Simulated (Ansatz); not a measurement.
**AsH2 (SMILES [AsH2]) at 6 levels**

We compute a comparison of 6 runs (UHF/STO-3G, UHF/3-21G, UHF/def2-SVP, UPBE0/def2-SVP, UPBE0/def2-TZVP, UCCSD/def2-SVPD) of AsH2. 

The results are computed with Ansatz 0.2.0.

9 further runs of the same task are left out: 1 for a known fault of the program, 1 that didn't finish, 7 set aside as unsound or not needed.

## Step 1: The molecule

AsH2: 3 atoms, total charge 0, spin state doublet. SMILES: `[AsH2]`. The shape is that of a PBE0-D4/def2-TZVP optimisation.

Bond lengths: As1–H2 1.526 Å, As1–H3 1.526 Å. Angles: H2–As1–H3 90.7°.

## Step 2: Energy and forces at UHF/STO-3G (run 1)

File input.yaml:

```yaml
crystal:
  periodic: [false, false, false]
  atoms:
    - {symbol: As, position_ang: [-0.573310, 0.327430, -0.274790]}
    - {symbol: H, position_ang: [0.680410, 0.795730, 0.459110]}
    - {symbol: H, position_ang: [-0.107090, -1.123160, -0.184320]}
basis:
  gaussian:
    orbitals: STO-3G
magnetization:
  spin_polarized: true
  initial_magnetization: 1
hamiltonian:
  xc: hf
accuracy: high
output: {forces: true, orbitals: {seedname: orbitals}}
```

Started as:

```
$ ansatz run input.yaml --threads 1 --pin off --max-ram 3480MiB --events-out events.jsonl --progress --plain --runs-dir runs
```

Output:

```text
Warning: RAYON_NUM_THREADS=1 ignored (pool sized by the plan → 1); use --threads N
Functional definition: HF
  name "HF"
  exchange = exact_x
  correlation = 0
236 factors; integrals over basis functions are off by at most 1.1e-8 eV
mean field evaluation 1: about -60148.1525 eV, gradient 3.3e0 eV
mean field evaluation 2: about -60148.1638 eV, gradient 3.3e0 eV
mean field evaluation 4: about -60148.2855 eV, gradient 4.7e-1 eV
mean field evaluation 8: about -60148.2930 eV, gradient 5.9e-7 eV
mean field -60148.29296254 eV, -2210.4089963960 hartree, gradient 5.6e-8 eV, S^2 0.758586; 0 other end points of the search recorded, 0 dependent functions left out
the calculation of the forces begins
reference -60148.29296254 eV, -2210.4089963960 hartree; 18, 17 occupied and 2, 3 virtual orbitals, 236 factors
Total energy: -60148.29296254 eV, -2210.4089963960 hartree
Atom 0 at    -0.573310     0.327430    -0.274790 Å, force     1.813103    -1.035643     0.869007 eV/Å
Atom 1 at     0.680410     0.795730     0.459110 Å, force    -1.280810    -0.394288    -0.740310 eV/Å
Atom 2 at    -0.107090    -1.123160    -0.184320 Å, force    -0.532293     1.429931    -0.128696 eV/Å
Dipole moment:     0.132714    -0.075793     0.063610 e Å
```

Wall time 0.18 s (1 thread of Arm Neoverse V1, shared host).

## Step 3: Energy and forces at UHF/3-21G (run 2)

File job.yaml:

```yaml
crystal:
  periodic: [false, false, false]
  atoms:
    - {symbol: As, position_ang: [-0.573310, 0.327430, -0.274790]}
    - {symbol: H, position_ang: [0.680410, 0.795730, 0.459110]}
    - {symbol: H, position_ang: [-0.107090, -1.123160, -0.184320]}
basis:
  gaussian: {orbitals: 3-21G-spherical.json}
magnetization: {spin_polarized: true, initial_magnetization: 1}
hamiltonian: {xc: hf}
accuracy: high
output: {forces: true, orbitals: {seedname: orbitals}}
```

The basis set 3-21G is read from a file made from the Basis Set Exchange's data (not shown).

Started as:

```
$ ansatz run job.yaml --threads 1 --pin off --max-ram 3480MiB --events-out events.jsonl --progress --plain --runs-dir runs
```

Output (excerpt; [...] marks lines left out):

```text
Warning: RAYON_NUM_THREADS=1 ignored (pool sized by the plan → 1); use --threads N
Functional definition: HF
  name "HF"
[...]
349 factors; integrals over basis functions are off by at most 4.2e-9 eV
[...]
mean field -60533.11098267 eV, -2224.5507977970 hartree, gradient 1.2e-8 eV, S^2 0.758151; 0 other end points of the search recorded, 0 dependent functions left out
[...]
reference -60533.11098267 eV, -2224.5507977970 hartree; 18, 17 occupied and 8, 9 virtual orbitals, 349 factors
Total energy: -60533.11098267 eV, -2224.5507977970 hartree
Atom 0 at    -0.573310     0.327430    -0.274790 Å, force     0.086250    -0.049384     0.041326 eV/Å
Atom 1 at     0.680410     0.795730     0.459110 Å, force    -0.000678     0.127987     0.014004 eV/Å
Atom 2 at    -0.107090    -1.123160    -0.184320 Å, force    -0.085573    -0.078603    -0.055329 eV/Å
Dipole moment:     0.090812    -0.051860     0.043527 e Å
```

It took 0.24 s on 1 thread of Arm Neoverse V1, shared host.

## Step 4: Energy and gradient at UHF/def2-SVP (run 3)

Changes to input.yaml since step 2:

```diff
@@ -7,9 +7,5 @@
 basis:
-  gaussian:
-    orbitals: STO-3G
-magnetization:
-  spin_polarized: true
-  initial_magnetization: 1
-hamiltonian:
-  xc: hf
+  gaussian: {orbitals: def2-SVP}
+magnetization: {spin_polarized: true, initial_magnetization: 1}
+hamiltonian: {xc: hf}
 accuracy: high
```

Started as:

```
$ ansatz run input.yaml --threads 1 --pin off --max-ram 3480MiB --events-out events.jsonl --progress --plain --runs-dir runs
```

Output (excerpt; [...] marks lines left out):

```text
Warning: RAYON_NUM_THREADS=1 ignored (pool sized by the plan → 1); use --threads N
Functional definition: HF
  name "HF"
[...]
737 factors; integrals over basis functions are off by at most 4.5e-9 eV
[...]
mean field -60819.14860856 eV, -2235.0624866650 hartree, gradient 2.4e-8 eV, S^2 0.762837; 0 other end points of the search recorded, 0 dependent functions left out
[...]
reference -60819.14860856 eV, -2235.0624866650 hartree; 18, 17 occupied and 24, 25 virtual orbitals, 737 factors
Total energy: -60819.14860856 eV, -2235.0624866650 hartree
Atom 0 at    -0.573310     0.327430    -0.274790 Å, force     0.389537    -0.222609     0.186690 eV/Å
Atom 1 at     0.680410     0.795730     0.459110 Å, force    -0.220565     0.048296    -0.114439 eV/Å
Atom 2 at    -0.107090    -1.123160    -0.184320 Å, force    -0.168972     0.174314    -0.072251 eV/Å
Dipole moment:     0.071589    -0.040883     0.034313 e Å
```

Wall time 0.72 s (1 thread of Arm Neoverse V1, shared host).

Runs 4 to 5 aren't shown in full; the table further down has their settings and results.

## Step 5: Energy and forces at UCCSD/def2-SVPD (run 6)

File in.yaml:

```yaml
crystal:
  periodic: [false, false, false]
  atoms:
    - symbol: As
      position_ang: [-0.573310, 0.327430, -0.274790]
    - symbol: H
      position_ang: [0.680410, 0.795730, 0.459110]
    - symbol: H
      position_ang: [-0.107090, -1.123160, -0.184320]
basis:
  gaussian: {orbitals: def2-SVPD}
total_charge: 0
magnetization: {spin_polarized: true, initial_magnetization: 1}
correlation: {method: ccsd, frozen_orbitals: {As: 9, H: 0}}
accuracy: high
scf: {omitted_lower_state_checks: [cluster_reference, increment]}
output: {forces: true, orbitals: {seedname: orbitals}}
```

Started as:

```
$ ansatz run in.yaml --threads 1 --pin off --max-ram 3480MiB --events-out events.jsonl --progress --plain --runs-dir runs
```

Output (excerpt; [...] marks lines left out):

```text
Warning: RAYON_NUM_THREADS=1 ignored (pool sized by the plan → 1); use --threads N
Functional definition: HF
  name "HF"
[...]
967 factors; integrals over basis functions are off by at most 4.6e-9 eV
[...]
mean field -60819.17811108 eV, -2235.0635708626 hartree, gradient 3.9e-8 eV, S^2 0.764782; 0 other end points of the search recorded, 0 dependent functions left out
9 core orbitals not correlated: weight in the atoms' cores, before any rotation towards them, 1.000 or more for the frozen orbitals, at most 0.000 for the correlated occupied ones
reference -60819.17811108 eV, -2235.0635708626 hartree; 9, 8 occupied and 36, 37 virtual orbitals, 967 factors
second order -6.22652201 eV of doubles, -0.00000000 eV of singles
cycle   1  -6.36192880 eV  change   -1.4e-1 eV  update   6.2e-2
[...]
cycle  19  -6.62869445 eV  change   4.0e-10 eV  update   1.8e-9
[...]
Total energy: -60825.80680553 eV, -2235.3071708905 hartree
Atom 0 at    -0.573310     0.327430    -0.274790 Å, force     0.085118    -0.048745     0.040782 eV/Å
Atom 1 at     0.680410     0.795730     0.459110 Å, force    -0.048115     0.010689    -0.024947 eV/Å
Atom 2 at    -0.107090    -1.123160    -0.184320 Å, force    -0.037003     0.038055    -0.015835 eV/Å
Dipole moment:     0.042412    -0.024219     0.020328 e Å
Checks for a lower state left out: cluster_reference, increment
```

It took 15 s on 1 thread of Arm Neoverse V1, shared host; peak memory 0.27 GiB.

## Step 6: All runs side by side

```
run            level  frozen core orbitals   energy (Eh)  dipole moment (D)  HOMO energy (eV)  LUMO energy (eV)  wall time
  1       UHF/STO-3G                     –  -2210.408996               0.80             -7.30              5.30     0.18 s
  2        UHF/3-21G                     –  -2224.550798               0.54             -9.56              0.89     0.24 s
  3     UHF/def2-SVP                     –  -2235.062487               0.43             -9.70              1.06     0.72 s
  4   UPBE0/def2-SVP                     –  -2236.484611               0.44             -6.81             -2.96      3.6 s
  5  UPBE0/def2-TZVP                     –  -2236.761605               0.30             -6.86             -3.04      5.7 s
  6  UCCSD/def2-SVPD                     9  -2235.307171               0.25             -9.70              0.96       15 s
```

## Step 7: Summary of results

| quantity | value |
| --- | --- |
| run 6: total energy | -2235.30717 Eh |
| run 6: dipole moment (correlated density) | 0.25 D |
| run 6: HOMO energy (Hartree–Fock orbitals) (highest over α and β) | -9.70 eV |
| run 6: LUMO energy (Hartree–Fock orbitals) (lowest over α and β) | 0.96 eV |
| run 6: correlation energy (9 core orbitals frozen) | -243.6 mEh |
| run 6: ⟨S²⟩ of the reference determinant | 0.765 |
| run 6: T1 diagnostic | 0.010 |
| run 6: largest force on an atom | 0.106 eV/Å |

**Reading.** The dipole moment (its size) runs from 0.25 D (UCCSD/def2-SVPD) to 0.80 D (UHF/STO-3G). The two ends differ in method and basis. In run 1 the basis is minimal, so the values are rough. All runs together took 26 s, the longest 15 s.
